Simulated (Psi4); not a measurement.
# HOI (hypoiodous acid) at TPSS0/3-21G

Aim: a geometry optimisation of HOI (hypoiodous acid). 

The calculation is run with Psi4 1.11.

5 further runs of the same task are left out: 1 that didn't finish, 4 set aside as unsound or not needed.

**1. The molecule**

The species is HOI (3 atoms), meant as a singlet with charge 0. SMILES: `OI`. The coordinates come from a GFN2-xTB relaxation. The run starts from this shape.

Bond lengths: O1–I2 1.964 Å, O1–H3 0.960 Å. Angles: I2–O1–H3 107.4°.

**2. A geometry optimisation at TPSS0/3-21G**

job.inp reads:

```
memory 1600 mb

molecule m {
  0 1
  O     -0.69800814    -0.86112930    -0.46948356
  I      2.36321590     0.23555436     1.31972803
  H     -1.66520776     0.62557494    -0.85024448
  units bohr
  no_reorient
  no_com
}

set {
  reference rks
  scf_type pk
  geom_maxiter 60
  g_convergence gau_tight
  guess sadno
  maxiter 100
}

optimize("tpss0/3-21G")
```

Launch:

```bash
$ psi4 -i job.inp -o job.out -n 1
```

What values should one expect? Wanted: total energy at the end; dipole moment; HOMO energy; LUMO energy; HOMO–LUMO gap.

Computed results:

At TPSS0/3-21G:

```
               quantity           value
total energy at the end  -6965.55574 Eh
          dipole moment          1.82 D
            HOMO energy        -6.19 eV
            LUMO energy        -2.94 eV
          HOMO–LUMO gap         3.25 eV
```

What this shows: At the final geometry: Bond lengths: O1–I2 2.086 Å, O1–H3 1.009 Å. Angles: I2–O1–H3 103.6°. The optimisation took 7 steps and changed the energy by -0.188 eV. Relativity is left out although the molecule holds a heavy atom.
